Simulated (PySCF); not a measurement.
# Tc, Tc⁺, Tc²⁺: ionisation energies with spin-orbit coupling

Wanted: the ionisation energy of technetium, up a ladder of methods.

Method: two-component X2C-1e, generalised determinants. Code: PySCF 2.14.0.

**1. Starting point**

* Element: technetium (Z = 43)
* Basis: x2c-TZVPPall-2c (8s9p7d2f1g, 93 functions)
* Hamiltonian: two-component X2C-1e, Gaussian nucleus, no Breit or QED terms; spin-orbit coupling, run by run: off; screened by Boettger's factors
* Core shells frozen in the correlated runs: [Ar] 3d10 (for Tc)
* State 1: Tc: [Kr] 4d5 5s2; 4d3/2 filled at m_j = -3/2, -1/2, +1/2, +3/2; 4d5/2 filled at m_j = +5/2
* State 2: Tc⁺: [Kr] 4d5 5s1; 4d3/2 filled at m_j = -3/2, -1/2, +1/2, +3/2; 4d5/2 filled at m_j = +5/2; 5s1/2 filled at m_j = +1/2
* State 3: Tc²⁺: [Kr] 4d5; 4d3/2 filled at m_j = -3/2, -1/2, +1/2, +3/2; 4d5/2 filled at m_j = +5/2
* Needed too, but not shown: Tc³⁺ [Kr] 4d4 (5D)
* Methods: GHF, GMP2

Outer shells as boxes (Hund's rule):

Tc [Kr] 4d5 5s2
```
[Kr] core
4d [↑ ][↑ ][↑ ][↑ ][↑ ]
5s [↑↓]
```

Tc+ [Kr] 4d5 5s1
```
[Kr] core
4d [↑ ][↑ ][↑ ][↑ ][↑ ]
5s [↑ ]
```

Tc2+ [Kr] 4d5
```
[Kr] core
4d [↑ ][↑ ][↑ ][↑ ][↑ ]
```

All steps ran in one process of a driver on top of PySCF, which takes the settings above as its task.

The driver's launch:

```
$ OMP_NUM_THREADS=1 python sorun2.py TASK.json OUT
```

The integrals over 93 functions and the set-up took 2.6 s of CPU time.

**2. Tc, method by method**

Level: GHF (spin-free).

Output:

```text
cycle= 1 E= -4282.7140111195  delta_E= -4.28e+03  |FDS-SDF|= 0.0456
cycle= 2 E= -4282.7637229873  delta_E= -0.0497  |FDS-SDF|= 0.02
cycle= 3 E= -4282.7725937063  delta_E= -0.00887  |FDS-SDF|= 0.00496
cycle= 4 E= -4282.7735407326  delta_E= -0.000947  |FDS-SDF|= 0.0013
cycle= 5 E= -4282.7737498459  delta_E= -0.000209  |FDS-SDF|= 0.0003
cycle= 6 E= -4282.7737835523  delta_E= -3.37e-05  |FDS-SDF|= 6.23e-05
cycle= 7 E= -4282.7737892967  delta_E= -5.74e-06  |FDS-SDF|= 2.01e-05
cycle= 8 E= -4282.7737895054  delta_E= -2.09e-07  |FDS-SDF|= 3.55e-06
cycle= 9 E= -4282.7737895092  delta_E= -3.82e-09  |FDS-SDF|= 2.66e-07
```

Time after the integrals: 2.5 s (1 thread of Intel Xeon 6975P-C, shared host).

Occupied spinors (without spin-orbit coupling the j labels only name the start):

| spinor shell | electrons | mean energy (eV) | weight of the nominal j | rms radius (bohr) |
| --- | --- | --- | --- | --- |
| 1s1/2 | 2 | -21159.9 | 1.000 | 0.0394 |
| 2s1/2 | 2 | -3096.5 | 1.000 | 0.162 |
| 2p3/2 | 4 | -2764.7 | 0.833 | 0.144 |
| 2p1/2 | 2 | -2764.7 | 0.667 | 0.144 |
| 3s1/2 | 2 | -572.81 | 1.000 | 0.442 |
| 3p3/2 | 4 | -460.90 | 0.833 | 0.446 |
| 3p1/2 | 2 | -460.90 | 0.667 | 0.446 |
| 3d5/2 | 6 | -279.96 | 0.800 | 0.435 |
| 3d3/2 | 4 | -279.96 | 0.700 | 0.435 |
| 4s1/2 | 2 | -89.858 | 1.000 | 1.13 |
| 4p3/2 | 4 | -56.241 | 0.833 | 1.27 |
| 4p1/2 | 2 | -56.241 | 0.667 | 1.27 |
| 4d3/2 | 4 | -14.162 | 0.500 | 1.80 |
| 4d5/2 | 1 | -14.162 | 1.000 | 1.80 |
| 5s1/2 | 2 | -6.646 | 1.000 | 3.85 |

M_J = 5/2, ⟨J²⟩ = 8.791, ⟨L²⟩ = 0.000, ⟨S²⟩ = 8.791.

Level: GMP2 (spin-free).

The driver printed no log here.

Time after the integrals: 0.71 s (1 thread of Intel Xeon 6975P-C, shared host).

With 15 electrons correlated and 6 very high virtual spinors dropped, the MP2 correlation energy is -0.43100 hartree. Largest pairs: 4d3/2-4p3/2 -0.0804, 4d3/2-4p1/2 -0.0413, 4p1/2-4p3/2 -0.0366, 4d3/2-4d3/2 -0.0357, 4p3/2-4p3/2 -0.0350.

Level: GHF (screened spin-orbit).

Output:

```text
cycle= 1 E= -4283.2663795706  delta_E= -4.28e+03  |FDS-SDF|= 0.0468
cycle= 2 E= -4283.3174972831  delta_E= -0.0511  |FDS-SDF|= 0.0199
cycle= 3 E= -4283.3263853908  delta_E= -0.00889  |FDS-SDF|= 0.00544
cycle= 4 E= -4283.3274313458  delta_E= -0.00105  |FDS-SDF|= 0.00172
cycle= 5 E= -4283.3277131839  delta_E= -0.000282  |FDS-SDF|= 0.000923
cycle= 6 E= -4283.3278225341  delta_E= -0.000109  |FDS-SDF|= 0.000542
cycle= 7 E= -4283.3278487904  delta_E= -2.63e-05  |FDS-SDF|= 0.000173
cycle= 8 E= -4283.3278605749  delta_E= -1.18e-05  |FDS-SDF|= 3.22e-05
cycle= 9 E= -4283.3278620754  delta_E= -1.5e-06  |FDS-SDF|= 1.57e-05
cycle= 10 E= -4283.3278621688  delta_E= -9.34e-08  |FDS-SDF|= 7.08e-06
cycle= 11 E= -4283.3278621736  delta_E= -4.78e-09  |FDS-SDF|= 4.88e-06
cycle= 12 E= -4283.3278621793  delta_E= -5.67e-09  |FDS-SDF|= 9.14e-07
cycle= 13 E= -4283.3278621795  delta_E= -2.53e-10  |FDS-SDF|= 3.61e-07
```

Time after the integrals: 10 s (1 thread of Intel Xeon 6975P-C, shared host).

The outer occupied spinors:

| spinor shell | electrons | mean energy (eV) | weight of the nominal j | rms radius (bohr) |
| --- | --- | --- | --- | --- |
| 3d3/2 | 4 | -282.45 | 0.965 | 0.433 |
| 3d5/2 | 6 | -278.21 | 0.977 | 0.437 |
| 4s1/2 | 2 | -89.840 | 1.000 | 1.13 |
| 4p1/2 | 2 | -61.813 | 0.658 | 1.26 |
| 4p3/2 | 4 | -53.516 | 0.829 | 1.27 |
| 4d3/2 | 4 | -14.194 | 0.529 | 1.80 |
| 4d5/2 | 1 | -14.012 | 1.000 | 1.81 |
| 5s1/2 | 2 | -6.646 | 1.000 | 3.85 |

M_J = 5/2, ⟨J²⟩ = 8.791, ⟨L²⟩ = 0.018, ⟨S²⟩ = 8.779. A second start ended at -4283.17890 hartree. Rows whose weight is well below 1 mix j = l ± 1/2: exchange competes with spin-orbit coupling there.

Level: GMP2 (screened spin-orbit).

No log was kept for this step.

Time after the integrals: 0.38 s (1 thread of Intel Xeon 6975P-C, shared host).

With 15 electrons correlated and 6 very high virtual spinors dropped, the MP2 correlation energy is -0.43116 hartree. Largest pairs: 4d3/2-4p3/2 -0.1062, 4p3/2-4p3/2 -0.0401, 4p1/2-4p3/2 -0.0374, 4d3/2-4d3/2 -0.0358, 4d3/2-5s1/2 -0.0337.

**3. Tc⁺: the ladder of methods**

Level: GHF (spin-free).

Output:

```text
cycle= 1 E= -4282.5222309327  delta_E= -4.28e+03  |FDS-SDF|= 0.0413
cycle= 2 E= -4282.5647311324  delta_E= -0.0425  |FDS-SDF|= 0.0175
cycle= 3 E= -4282.5699586646  delta_E= -0.00523  |FDS-SDF|= 0.00388
cycle= 4 E= -4282.5701950141  delta_E= -0.000236  |FDS-SDF|= 0.000596
cycle= 5 E= -4282.5702089183  delta_E= -1.39e-05  |FDS-SDF|= 5.25e-05
cycle= 6 E= -4282.5702089919  delta_E= -7.36e-08  |FDS-SDF|= 5.27e-06
cycle= 7 E= -4282.5702089938  delta_E= -1.83e-09  |FDS-SDF|= 1.36e-06
```

It took 2 s on 1 thread of Intel Xeon 6975P-C, shared host, the integrals not counted.

Occupied spinors (without spin-orbit coupling the j labels only name the start):

| spinor shell | electrons | mean energy (eV) | weight of the nominal j | rms radius (bohr) |
| --- | --- | --- | --- | --- |
| 1s1/2 | 2 | -21167.2 | 1.000 | 0.0394 |
| 2s1/2 | 2 | -3103.8 | 1.000 | 0.162 |
| 2p3/2 | 4 | -2772.0 | 0.833 | 0.144 |
| 2p1/2 | 2 | -2772.0 | 0.667 | 0.144 |
| 3s1/2 | 2 | -580.09 | 1.000 | 0.442 |
| 3p3/2 | 4 | -468.19 | 0.833 | 0.446 |
| 3p1/2 | 2 | -468.19 | 0.667 | 0.446 |
| 3d5/2 | 6 | -287.25 | 0.800 | 0.435 |
| 3d3/2 | 4 | -287.25 | 0.700 | 0.435 |
| 4s1/2 | 2 | -97.087 | 1.000 | 1.13 |
| 4p3/2 | 4 | -63.515 | 0.833 | 1.26 |
| 4p1/2 | 2 | -63.515 | 0.667 | 1.26 |
| 4d3/2 | 4 | -21.497 | 0.500 | 1.78 |
| 4d5/2 | 1 | -21.497 | 1.000 | 1.78 |
| 5s1/2 | 1 | -14.443 | 1.000 | 3.27 |

M_J = 3, ⟨J²⟩ = 12.002, ⟨L²⟩ = 0.000, ⟨S²⟩ = 12.002.

Level: GMP2 (spin-free).

No log was kept for this step.

It took 0.65 s on 1 thread of Intel Xeon 6975P-C, shared host, the integrals not counted.

With 14 electrons correlated and 6 very high virtual spinors dropped, the MP2 correlation energy is -0.38382 hartree. Largest pairs: 4d3/2-4p3/2 -0.0805, 4d3/2-4p1/2 -0.0414, 4p1/2-4p3/2 -0.0365, 4d3/2-4d3/2 -0.0355, 4p3/2-4p3/2 -0.0348.

Level: GHF (screened spin-orbit).

Output:

```text
cycle= 1 E= -4283.0745609949  delta_E= -4.28e+03  |FDS-SDF|= 0.0427
cycle= 2 E= -4283.1184750505  delta_E= -0.0439  |FDS-SDF|= 0.0174
cycle= 3 E= -4283.1237342311  delta_E= -0.00526  |FDS-SDF|= 0.0044
cycle= 4 E= -4283.1240734935  delta_E= -0.000339  |FDS-SDF|= 0.00126
cycle= 5 E= -4283.1241538324  delta_E= -8.03e-05  |FDS-SDF|= 0.000861
cycle= 6 E= -4283.1242294513  delta_E= -7.56e-05  |FDS-SDF|= 0.000425
cycle= 7 E= -4283.1242524512  delta_E= -2.3e-05  |FDS-SDF|= 3.57e-05
cycle= 8 E= -4283.1242525316  delta_E= -8.04e-08  |FDS-SDF|= 1.52e-05
cycle= 9 E= -4283.1242525475  delta_E= -1.59e-08  |FDS-SDF|= 9.89e-06
cycle= 10 E= -4283.1242525612  delta_E= -1.37e-08  |FDS-SDF|= 4.28e-06
cycle= 11 E= -4283.1242525648  delta_E= -3.59e-09  |FDS-SDF|= 1.18e-06
```

Time after the integrals: 9.2 s (1 thread of Intel Xeon 6975P-C, shared host).

The outer occupied spinors:

| spinor shell | electrons | mean energy (eV) | weight of the nominal j | rms radius (bohr) |
| --- | --- | --- | --- | --- |
| 3d3/2 | 4 | -289.75 | 0.964 | 0.433 |
| 3d5/2 | 6 | -285.50 | 0.976 | 0.437 |
| 4s1/2 | 2 | -97.069 | 1.000 | 1.13 |
| 4p1/2 | 2 | -69.178 | 0.654 | 1.26 |
| 4p3/2 | 4 | -60.745 | 0.827 | 1.26 |
| 4d3/2 | 4 | -21.529 | 0.528 | 1.78 |
| 4d5/2 | 1 | -21.347 | 1.000 | 1.79 |
| 5s1/2 | 1 | -14.442 | 1.000 | 3.27 |

M_J = 3, ⟨J²⟩ = 12.002, ⟨L²⟩ = 0.017, ⟨S²⟩ = 11.990. A second start ended at -4282.94413 hartree. Rows whose weight is well below 1 mix j = l ± 1/2: exchange competes with spin-orbit coupling there.

Level: GMP2 (screened spin-orbit).

This step left no log, only its results.

It took 0.33 s on 1 thread of Intel Xeon 6975P-C, shared host, the integrals not counted.

With 14 electrons correlated and 6 very high virtual spinors dropped, the MP2 correlation energy is -0.38394 hartree. Largest pairs: 4d3/2-4p3/2 -0.1066, 4p3/2-4p3/2 -0.0400, 4p1/2-4p3/2 -0.0372, 4d3/2-4d3/2 -0.0356, 4d5/2-4p3/2 -0.0257.

**4. Tc²⁺, method by method**

Level: GHF (spin-free).

Output:

```text
cycle= 1 E= -4282.0071199112  delta_E= -4.28e+03  |FDS-SDF|= 0.039
cycle= 2 E= -4282.0428288505  delta_E= -0.0357  |FDS-SDF|= 0.0147
cycle= 3 E= -4282.0464251982  delta_E= -0.0036  |FDS-SDF|= 0.00395
cycle= 4 E= -4282.0466586847  delta_E= -0.000233  |FDS-SDF|= 0.000615
cycle= 5 E= -4282.0466702779  delta_E= -1.16e-05  |FDS-SDF|= 6.43e-05
cycle= 6 E= -4282.0466703310  delta_E= -5.32e-08  |FDS-SDF|= 4.19e-06
cycle= 7 E= -4282.0466703315  delta_E= -4.95e-10  |FDS-SDF|= 5.87e-07
```

Time after the integrals: 2.3 s (1 thread of Intel Xeon 6975P-C, shared host).

Occupied spinors (without spin-orbit coupling the j labels only name the start):

| spinor shell | electrons | mean energy (eV) | weight of the nominal j | rms radius (bohr) |
| --- | --- | --- | --- | --- |
| 1s1/2 | 2 | -21176.0 | 1.000 | 0.0394 |
| 2s1/2 | 2 | -3112.4 | 1.000 | 0.162 |
| 2p3/2 | 4 | -2780.6 | 0.833 | 0.144 |
| 2p1/2 | 2 | -2780.6 | 0.667 | 0.144 |
| 3s1/2 | 2 | -588.65 | 1.000 | 0.442 |
| 3p3/2 | 4 | -476.80 | 0.833 | 0.446 |
| 3p1/2 | 2 | -476.80 | 0.667 | 0.446 |
| 3d5/2 | 6 | -295.88 | 0.800 | 0.435 |
| 3d3/2 | 4 | -295.88 | 0.700 | 0.435 |
| 4s1/2 | 2 | -105.61 | 1.000 | 1.13 |
| 4p3/2 | 4 | -72.187 | 0.833 | 1.26 |
| 4p1/2 | 2 | -72.187 | 0.667 | 1.26 |
| 4d3/2 | 4 | -30.019 | 0.500 | 1.72 |
| 4d5/2 | 1 | -30.019 | 1.000 | 1.72 |

M_J = 5/2, ⟨J²⟩ = 8.752, ⟨L²⟩ = 0.000, ⟨S²⟩ = 8.752.

Level: GMP2 (spin-free).

The driver printed no log here.

Time after the integrals: 0.69 s (1 thread of Intel Xeon 6975P-C, shared host).

With 13 electrons correlated and 6 very high virtual spinors dropped, the MP2 correlation energy is -0.34944 hartree. Largest pairs: 4d3/2-4p3/2 -0.0813, 4d3/2-4p1/2 -0.0419, 4p1/2-4p3/2 -0.0359, 4d3/2-4d3/2 -0.0353, 4p3/2-4p3/2 -0.0341.

Level: GHF (screened spin-orbit).

Output:

```text
cycle= 1 E= -4282.5594045189  delta_E= -4.28e+03  |FDS-SDF|= 0.0405
cycle= 2 E= -4282.5965357782  delta_E= -0.0371  |FDS-SDF|= 0.0146
cycle= 3 E= -4282.6002023542  delta_E= -0.00367  |FDS-SDF|= 0.00444
cycle= 4 E= -4282.6005447875  delta_E= -0.000342  |FDS-SDF|= 0.00133
cycle= 5 E= -4282.6006344189  delta_E= -8.96e-05  |FDS-SDF|= 0.000931
cycle= 6 E= -4282.6007306292  delta_E= -9.62e-05  |FDS-SDF|= 0.000464
cycle= 7 E= -4282.6007601628  delta_E= -2.95e-05  |FDS-SDF|= 3.27e-05
cycle= 8 E= -4282.6007602269  delta_E= -6.4e-08  |FDS-SDF|= 1.66e-05
cycle= 9 E= -4282.6007602467  delta_E= -1.98e-08  |FDS-SDF|= 1.12e-05
cycle= 10 E= -4282.6007602638  delta_E= -1.71e-08  |FDS-SDF|= 2.92e-06
cycle= 11 E= -4282.6007602649  delta_E= -1.07e-09  |FDS-SDF|= 2.89e-07
```

It took 7.6 s on 1 thread of Intel Xeon 6975P-C, shared host, the integrals not counted.

The outer occupied spinors:

| spinor shell | electrons | mean energy (eV) | weight of the nominal j | rms radius (bohr) |
| --- | --- | --- | --- | --- |
| 3p3/2 | 4 | -470.12 | 1.000 | 0.450 |
| 3d3/2 | 4 | -298.39 | 0.962 | 0.433 |
| 3d5/2 | 6 | -294.13 | 0.975 | 0.437 |
| 4s1/2 | 2 | -105.59 | 1.000 | 1.13 |
| 4p1/2 | 2 | -77.911 | 0.654 | 1.26 |
| 4p3/2 | 4 | -69.384 | 0.827 | 1.26 |
| 4d3/2 | 4 | -30.051 | 0.531 | 1.72 |
| 4d5/2 | 1 | -29.865 | 1.000 | 1.73 |

M_J = 5/2, ⟨J²⟩ = 8.752, ⟨L²⟩ = 0.019, ⟨S²⟩ = 8.738. A second start ended at -4282.45197 hartree. Rows whose weight is well below 1 mix j = l ± 1/2: exchange competes with spin-orbit coupling there.

Level: GMP2 (screened spin-orbit).

No log was kept for this step.

It took 0.29 s on 1 thread of Intel Xeon 6975P-C, shared host, the integrals not counted.

With 13 electrons correlated and 6 very high virtual spinors dropped, the MP2 correlation energy is -0.34958 hartree. Largest pairs: 4d3/2-4p3/2 -0.1083, 4p3/2-4p3/2 -0.0396, 4p1/2-4p3/2 -0.0362, 4d3/2-4d3/2 -0.0354, 4d5/2-4p3/2 -0.0262.

**5. The energy differences**

Ionisation energy: Tc [Kr] 4d5 5s2 [4d3/2^4 4d5/2^1, M_J = 5/2] → Tc⁺ [Kr] 4d5 5s1 [4d3/2^4 4d5/2^1 5s1/2^1, M_J = 3].

| method | value (eV) | error (eV) | CPU time, both states (s) |
| --- | --- | --- | --- |
| GHF (spin-free) | 5.540 | -1.580 | 4.5 |
| GMP2 (spin-free) | 6.824 | -0.296 | 5.8 |
| GHF (screened spin-orbit) | 5.540 | -1.579 | 19 |
| GMP2 (screened spin-orbit) | 6.826 | -0.294 | 20 |

Reference: 7.119 eV (measured; NIST Atomic Spectra Database, ionization energies). The spin-free rows have the spin-orbit operator switched off.

Ionisation energy: Tc⁺ [Kr] 4d5 5s1 [4d3/2^4 4d5/2^1 5s1/2^1, M_J = 3] → Tc²⁺ [Kr] 4d5 [4d3/2^4 4d5/2^1, M_J = 5/2].

| method | value (eV) | less the reference (eV) | CPU time, both states (s) |
| --- | --- | --- | --- |
| GHF (spin-free) | 14.246 | -1.014 | 4.3 |
| GMP2 (spin-free) | 15.182 | -0.078 | 5.6 |
| GHF (screened spin-orbit) | 14.245 | -1.015 | 17 |
| GMP2 (screened spin-orbit) | 15.180 | -0.080 | 17 |

Reference: 15.26 eV (semi-empirical (NIST evaluation); NIST Atomic Spectra Database, ionization energies). The spin-free rows have the spin-orbit operator switched off.

Ionisation energy: Tc²⁺ [Kr] 4d5 [4d3/2^4 4d5/2^1, M_J = 5/2] → Tc³⁺ [Kr] 4d4 [4d3/2^4, M_J = 0].

| method | value (eV) | less the reference (eV) |
| --- | --- | --- |
| GHF (spin-free) | 28.895 | -0.655 |
| GMP2 (spin-free) | 29.767 | +0.217 |
| GHF (screened spin-orbit) | 28.751 | -0.799 |
| GMP2 (screened spin-orbit) | 29.614 | +0.064 |

Reference: 29.55 eV (semi-empirical (NIST evaluation); NIST Atomic Spectra Database, ionization energies). The spin-free rows have the spin-orbit operator switched off. The determinant of Tc3+ mixes levels of different J (the jj label is only the starting occupation), so the difference between spin-free and spin-orbit rows is not the physical spin-orbit shift.

The differences also use runs on Tc³⁺ [Kr] 4d4 (5D), which are not shown here. Times are CPU seconds on a shared host without the integrals; correlated rows include their Hartree-Fock run.

**6. Outcome**

```
               quantity                                                                          value
  ionisation energy, Tc    GHF (spin-free) 5.540, GMP2 (screened spin-orbit) 6.826 eV; reference 7.119
 ionisation energy, Tc⁺  GHF (spin-free) 14.246, GMP2 (screened spin-orbit) 15.180 eV; reference 15.26
ionisation energy, Tc²⁺  GHF (spin-free) 28.895, GMP2 (screened spin-orbit) 29.614 eV; reference 29.55
```

Each level's miss and price (over 1 difference):

| method | mean absolute miss against the measured value (with the measured fine structure taken into account where it is known) (eV) | CPU time, both states (s) |
| --- | --- | --- |
| GHF (spin-free) | 1.580 | 4.5 |
| GMP2 (spin-free) | 0.296 | 5.8 |
| GHF (screened spin-orbit) | 1.579 | 19 |
| GMP2 (screened spin-orbit) | 0.294 | 20 |

Against experiment GMP2 (screened spin-orbit) comes closest (off by 0.29 eV), level with GMP2 (spin-free) and GHF (spin-free) is farthest (1.58 eV). Spin-orbit coupling moves the first difference by +0.002 eV at GMP2. All values hold for this basis alone; no basis-set limit was taken. The dearest level timed, GMP2 (screened spin-orbit), costs 4.5 times the cheapest, GHF (spin-free), and differs from the measured value (with the measured fine structure taken into account where it is known) by 0.29 against 1.58 eV.
